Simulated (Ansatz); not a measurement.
# AlClFH3O: the cost of one run

All numbers below are computed with Ansatz 0.2.0 (RKS PBE0/def2-SVP).

## (1) The starting structure

Bond lengths: Al1–O2 2.130 Å, O2–H3 1.010 Å, Al1–F4 1.690 Å, Al1–H5 1.560 Å, Al1–Cl6 2.530 Å. Angles: Al1–O2–H3 109.5°, O2–Al1–F4 120.0°, O2–Al1–H5 120.0°, O2–Al1–Cl6 71.6°, F4–Al1–H5 120.0°, F4–Al1–Cl6 96.8°, H5–Al1–Cl6 101.3°.

Structure file:

```xyz
7

Al    0.0000    0.0000    0.0000
O     0.0000    0.0000    2.1300
H    -0.9095   -0.2814    2.4671
F     1.4635    0.0000   -0.8450
H    -1.3510    0.0000   -0.7800
Cl    0.1134    2.3983    0.7978
H     0.0597    1.2630    1.9417
```

## (2) A restrained relaxation towards end A

Springs on the bonds that form and break draw the guess towards this end; the thresholds are loose.

input.yaml reads:

```yaml
crystal:
  periodic: [false, false, false]
  atoms:
    - { symbol: Al, position_ang: [0.0, 0.0, 0.0] }
    - { symbol: O, position_ang: [0.0, 0.0, 2.13] }
    - { symbol: H, position_ang: [-0.9095, -0.2814, 2.4671] }
    - { symbol: F, position_ang: [1.4635, 0.0, -0.845] }
    - { symbol: H, position_ang: [-1.351, 0.0, -0.78] }
    - { symbol: Cl, position_ang: [0.1134, 2.3983, 0.7978] }
    - { symbol: H, position_ang: [0.0597, 1.263, 1.9417] }
basis:
  gaussian: { orbitals: def2-SVP }
hamiltonian:
  xc: pbe0
relax:
  f_tol: 0.15
  max_steps: 25
  restrain:
    - { distance: [0, 5], at: 3.43, k: 30.0 }
    - { distance: [6, 1], at: 2.21, k: 30.0 }
    - { distance: [0, 1], at: 1.78, k: 30.0 }
    - { distance: [6, 5], at: 1.37, k: 30.0 }
```

The run is started by

```sh
> ansatz run input.yaml --threads 1 --pin off --max-ram 2048MiB --backend cpu --events-out ev --progress --plain --runs-dir out
```

Q: Estimate wall time and peak memory on 1 thread of Arm Neoverse V2, shared host.

About 26 s, with a peak of 0.15 GiB.
